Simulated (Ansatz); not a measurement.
Task: a geometry optimisation of BCl2HO, SMILES OB(Cl)Cl, with Ansatz 0.2.0 through its Python package. Give the script and its output. Use: r2SCAN, def2-SVP basis, multiplicity 1, D3BJ dispersion.

```yaml
atoms:
  - { symbol: O, position_ang: [1.0692, 0.5799, -0.0749] }
  - { symbol: B, position_ang: [-0.1097, -0.3064, -0.0893] }
  - { symbol: Cl, position_ang: [-0.3861, -1.4544, 1.3147] }
  - { symbol: Cl, position_ang: [-1.1949, -0.3284, -1.5215] }
  - { symbol: H, position_ang: [0.6714, 1.4356, 0.3296] }
```

`bcl2ho_opt.py`
```python
"""Minimum-energy structure of BCl2HO."""

import itertools

import ansatz
from ase.data import atomic_numbers, covalent_radii
import numpy as np
import pandas as pd

GEOMETRY = """
O     1.06920    0.57990   -0.07490
B    -0.10970   -0.30640   -0.08930
Cl   -0.38610   -1.45440    1.31470
Cl   -1.19490   -0.32840   -1.52150
H     0.67140    1.43560    0.32960
"""

molecule = ansatz.Crystal.molecule()
for line in GEOMETRY.strip().splitlines():
    symbol, *xyz = line.split()
    molecule = molecule.atom(symbol, [float(v) for v in xyz])

model = (
    molecule.calculation()
    .basis(gaussian="def2-SVP")  # atom-centred Gaussian functions
    .functional("r2SCAN", dispersion="d3bj")
)
symbols = [site.symbol for site in molecule.cartesian_sites]
start = np.array([site.position_ang for site in molecule.cartesian_sites], dtype=float)
def progress(event):
    if event["event"] == "relax_step":
        row = event["data"]
        print(f"step {row['step']:3d}  E = {row['lagrangian_ev']:.6f} eV  largest force component {row['allowed_force_max_ev_ang']:.4f} eV/A")


report = model.relax(force_tolerance=0.02).session().plan().execute(on_event=progress).report
end = np.array(report["positions_ang"])

print("reference energy %16.6f eV" % report["reference_energy_ev"])
print("total energy     %16.6f eV" % report["free_energy_ev"])
print("occupied orbitals outside the frozen core (up, down):", report["n_occupied"], " frozen:", report["n_frozen"], " virtual:", report["n_virtual"])

# pairs closer than 1.2 times the sum of covalent radii, before or after
radius = [covalent_radii[atomic_numbers[s]] for s in symbols]
span = lambda where, i, j: np.linalg.norm(where[i] - where[j])
bonded = [(i, j) for i, j in itertools.combinations(range(len(symbols)), 2) if min(span(start, i, j), span(end, i, j)) < 1.2 * (radius[i] + radius[j])]
print("pair        before    after (A)")
for i, j in bonded:
    print(f"{symbols[i]}{i}-{symbols[j]}{j}".ljust(10), f"{span(start, i, j):8.4f} {span(end, i, j):8.4f}")

charges = report["charge_distribution"]
table = pd.DataFrame({"atom": symbols, "mulliken": charges["mulliken_charges_e"], "lowdin": charges["lowdin_charges_e"]})
print(table.round(3).to_string())
print("dipole (e A):", np.round(charges["dipole_moment_e_ang"], 4) + 0.0)
with open("bcl2ho_opt.xyz", "w") as handle:
    handle.write(f"{len(symbols)}\nrelaxed BCl2HO\n")
    handle.writelines(f"{s:2s} {x:11.6f} {y:11.6f} {z:11.6f}\n" for s, (x, y, z) in zip(symbols, end))
```

`python bcl2ho_opt.py` gives:
```text
DeckWarning: the engine holds no damping parameters fitted to this dispersion correction and functional, so the run takes those fitted to r2scan beside the three-body term, which d3bj leaves out (hamiltonian.dispersion, under Limitations)
step   1  E = -27775.033851 eV  largest force component 4.1400 eV/A
step   2  E = -27775.316032 eV  largest force component 2.0529 eV/A
step   3  E = -27775.497037 eV  largest force component 0.6084 eV/A
step   4  E = -27775.563251 eV  largest force component 0.4894 eV/A
step   5  E = -27775.703659 eV  largest force component 1.8169 eV/A
step   6  E = -27775.883788 eV  largest force component 0.5232 eV/A
step   7  E = -27775.904216 eV  largest force component 1.1519 eV/A
step   8  E = -27775.935203 eV  largest force component 0.0975 eV/A
step   9  E = -27775.935740 eV  largest force component 0.1102 eV/A
step  10  E = -27775.936081 eV  largest force component 0.0049 eV/A
reference energy    -27775.907999 eV
total energy        -27775.936088 eV
occupied orbitals outside the frozen core (up, down): [24, 24]  frozen: 0  virtual: [45, 45]
pair        before    after (A)
O0-B1        1.4750   1.3419
O0-H4        1.0267   0.9669
B1-Cl2       1.8345   1.7548
B1-Cl3       1.7970   1.7721
  atom  mulliken  lowdin
0    O    -0.097   0.325
1    B     0.120  -0.963
2   Cl    -0.101   0.330
3   Cl    -0.133   0.294
4    H     0.211   0.014
dipole (e A): [ 0.116   0.3562 -0.1841]
```
(Warnings from the package without file and line.)

`bcl2ho_opt.xyz`, as written:
```text
5
relaxed BCl2HO
O     0.775387    0.660489    0.390842
B    -0.121353   -0.285676    0.072663
Cl   -0.308989   -1.663790    1.142700
Cl   -1.107472   -0.165818   -1.394776
H     0.812327    1.381094   -0.252829
```

What to keep in mind:
- Total energies depend on the basis set; only differences at equal settings carry meaning.
- The end point is the stationary point reached from this start; no frequency run checks that it is a minimum, and the basis set is modest.
- The Löwdin charges here are taken after orthogonalising the functions within each atom; they differ from plain Löwdin charges, and their signs can be unphysical.
- Total less reference energy is the dispersion correction.
- A dispersion term here runs with damping parameters fitted for another variant or functional.
- It ran for 37 s on 1 thread of Arm Neoverse V1, on a shared host, peak memory 0.25 GiB.

(Lines on the test bed's own set-up are left out of the output.)
